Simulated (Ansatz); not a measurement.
LiRe3:

```
CELL_PARAMETERS angstrom
0.00000 3.05288 3.05288
3.05288 0.00000 3.05288
3.05288 3.05288 0.00000
ATOMIC_POSITIONS crystal
Re 0.50000 0.50000 0.50000
Re 0.25000 0.25000 0.25000
Re 0.75000 0.75000 0.75000
Li 0.00000 0.00000 0.00000
```

The cell comes from a database or a generator and needn't be the stable form of this composition.

| Item | Value |
| --- | --- |
| Program | Ansatz 0.2.0 |
| Task | single point |
| Functional | PBE |
| Potentials or basis | Ansatz PAW |
| Cutoff | 420 eV (not typed: the program's choice for these potentials) |
| k mesh | 8 × 8 × 8 |
| Occupations | fermi-dirac, width 0.05 eV |
| Spin | no spin polarisation |

On this cell: pressure -2.8 GPa; largest force zero by symmetry; band gap on the k mesh none (metal or under the smearing width).

The same run follows on a disturbed copy (atoms moved at random, drawn with an rms of 0.05 Å):

```
CELL_PARAMETERS angstrom
0.00000 3.05288 3.05288
3.05288 0.00000 3.05288
3.05288 3.05288 0.00000
ATOMIC_POSITIONS crystal
Re 0.50183 0.50622 0.48578
Re 0.26521 0.24415 0.24307
Re 0.75171 0.74823 0.75146
Li 0.01062 0.98880 0.99404
```

**Question.** What changes?

**Answer.** The energy (extrapolated to zero smearing) moves by +7.1 meV/atom; pressure -2.4 GPa; largest force 0.571 eV/Å; band gap on the k mesh none (metal or under the smearing width).

Forces on the atoms (eV/Å):
```
Re   0.053  0.554 -0.131
Re   0.158 -0.368 -0.178
Re  -0.390 -0.189  0.218
Li   0.179  0.004  0.091
```

Stress tensor (GPa, compression positive):
```
-2.44  0.50  0.26
 0.50 -2.34 -0.68
 0.26 -0.68 -2.42
```
